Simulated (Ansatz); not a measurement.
# STe: a scan of the bond length

Program: the Python package of Ansatz (0.2.0).

Run as a notebook:

In [1]:
```python
import ansatz as az
from ase import Atoms
from ase.data import atomic_masses, atomic_numbers
import numpy as np

atoms = Atoms(['Te', 'S'], positions=[
    (0.0, 0.0, 0.0),
    (0.0, 0.0, 2.305),
])
ste = az.Crystal.molecule_from_ase(atoms)
```

In [2]:
```python
symbols = [site.symbol for site in ste.cartesian_sites]
start = np.array([site.position_ang for site in ste.cartesian_sites])
axis = (start[1] - start[0]) / np.linalg.norm(start[1] - start[0])
moving = [1]
lengths, energies = [2.028, 2.121, 2.213, 2.305, 2.397, 2.489, 2.582, 2.72], []
for length in lengths:
    xyz = start.copy()
    xyz[moving] += (length - np.linalg.norm(start[1] - start[0])) * axis
    point = az.Crystal.molecule()
    for symbol, place in zip(symbols, xyz):
        point = point.atom(symbol, place.tolist())
    model = point.calculation().basis(gaussian='def2-TZVP').functional('cam_b3lyp').spin('collinear', total=2)
    summary = model.run(threads=1, pin='off').report
    energies.append(summary['free_energy_ev'])
    print(f'r = {length:6.3f} A  E = {energies[-1]:.5f} eV  <S^2> = {abs(summary["mean_field"]["state"]["spin_squared"]):.3f}')
```
```text
r =  2.028 A  E = -18128.60244 eV  <S^2> = 2.012
r =  2.121 A  E = -18129.03273 eV  <S^2> = 2.012
r =  2.213 A  E = -18129.15407 eV  <S^2> = 2.013
r =  2.305 A  E = -18129.06922 eV  <S^2> = 2.013
r =  2.397 A  E = -18128.84674 eV  <S^2> = 2.014
r =  2.489 A  E = -18128.53560 eV  <S^2> = 2.014
r =  2.582 A  E = -18128.16698 eV  <S^2> = 2.014
r =  2.720 A  E = -18127.63475 eV  <S^2> = 2.010
```

In [3]:
```python
fit = np.polynomial.Polynomial.fit(lengths, np.array(energies) - min(energies), 4).convert()
roots = [r.real for r in fit.deriv().roots() if abs(r.imag) < 1e-9 and fit.deriv(2)(r.real) > 0]
r_e = min(roots, key=lambda r: abs(r - lengths[int(np.argmin(energies))]))
print(f'minimum of the fit at {r_e:.4f} A, force constant {fit.deriv(2)(r_e):.2f} eV/A^2')
m1, m2 = (atomic_masses[atomic_numbers[s]] for s in symbols)
mu = m1 * m2 / (m1 + m2)
print(f'harmonic wavenumber {521.4709 * np.sqrt(fit.deriv(2)(r_e) / mu):.0f} 1/cm, rotational constant {16.857629 / (mu * r_e ** 2):.4f} 1/cm')
```
```text
minimum of the fit at 2.2173 A, force constant 24.49 eV/A^2
harmonic wavenumber 510 1/cm, rotational constant 0.1338 1/cm
```

The lowest point is at 2.213 Å. At the shortest distance (2.03 Å) the energy is 0.55 eV higher, at the longest (2.72 Å) 1.52 eV.

Total energies depend on the basis set; only differences at equal settings carry meaning. The basis set is modest, and single-reference methods fail as a bond breaks. def2 sets replace the cores of elements past krypton by effective core potentials. The species is open-shell (spin multiplicity 3). Spin-orbit coupling of the heavy open-shell atom is left out. The spin state was assumed, and another may lie lower. It ran for 42 s on 1 thread of Arm Neoverse V2, on a shared host, peak memory 0.34 GiB.
